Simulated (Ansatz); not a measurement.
# WN+ (quintet): wave-function methods side by side, def2-TZVPP

One table from this session's results is given with a row withheld; the runs are named, their logs left out.

The runs use Ansatz 0.2.0, Gaussian basis; def2-TZVPP, core rule «outside noble gas», up to 5 orbitals frozen.

To be run: UHF; ROHF; CCSD(T) on UHF.

## The system

The geometry is a PBE0/def2-TZVP stationary point (not a proven minimum). No spin-orbit coupling is included. Elements past krypton take def2 core potentials.

2 atoms, charge 1, spin multiplicity 5.

Atoms are counted from 1 here; the program's logs count them from 0.

Bond lengths: W1–N2 1.684 Å.

Coordinates:

```
W     0.0000    0.0000    0.0000
N     0.0000    0.0000    1.6838
```

The first run:

File in.yaml:

```yaml
crystal:
  periodic: [false, false, false]
  atoms:
    - {symbol: W, position_ang: [0.000000, 0.000000, 0.000000]}
    - {symbol: N, position_ang: [0.000000, 0.000000, 1.683800]}
basis:
  gaussian: {orbitals: def2-TZVPP}
total_charge: 1
magnetization: {spin_polarized: true, initial_magnetization: 4}
hamiltonian: {xc: hf}
output: {orbitals: {seedname: orbitals}}
```

Started as:

```console
$ ansatz run in.yaml --threads 1 --pin off --events-out ev --progress --plain --max-ram 4096MiB --backend cpu
```

Steps of the session up to this table: UHF; ROHF; CCSD(T) on UHF.

One table of the session follows, with a row left open; its other results are not shown here.

| method | from UCCSD(T) (meV) |
| --- | --- |
| ROHF | ? |
| UHF | +8573.1 |
| UMP2 | +1293.0 |
| UCCSD | +525.1 |
| UCCSD(T) | 0 |

Q: Estimate the row for ROHF from the others.

The run gave: from UCCSD(T) (meV): +9073.8. In the column «from UCCSD(T) (meV)» it is the highest.
